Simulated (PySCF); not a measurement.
# CH3BF2: the cost of one run

The runs use PySCF 2.14.0, with density-fitted response routines of our own; the level of theory stands in each step. All values are computed, except where a source is named. Atoms count from 0, in the outputs and in this text.

### 1 The starting structure

7 atoms, charge 0, multiplicity 1; geometry from: GFN2-xTB. The atoms were then displaced at random by about 0.01 Å, so the start is not that level's minimum.

Bonds of the start (Å): C0–B1 1.54, B1–F2 1.31, B1–F3 1.33, C0–H4 1.11, C0–H5 1.08, C0–H6 1.08.

### 2 Geometry optimisation at PBE0-D3(BJ)/def2-SVP

The job: settings as JSON, then the geometry in Å.

```
{"job": {"xc": "PBE0", "basis": "def2-SVP", "d3": "d3bj", "grid": 1, "shake": 0.01, "kind": "geom"}, "charge": 0, "multiplicity": 1}
C     -0.688600    -0.014590     0.044880
B      0.852790     0.001540    -0.058830
F      1.567280     1.100190    -0.125050
F      1.605160    -1.100210    -0.090450
H     -1.117370     1.010590     0.052850
H     -1.047340    -0.508950     0.930920
H     -1.137970    -0.517670    -0.804250
```

Run with:

```console
> OMP_NUM_THREADS=1 python probes_run.py task.json out
```

The driver reads the jobs from task.json and runs them one after another.

Q: Estimate the wall time and peak memory of this first job on 1 thread of Arm Neoverse V1, shared host.

About 13 s, with a peak of 0.31 GiB.
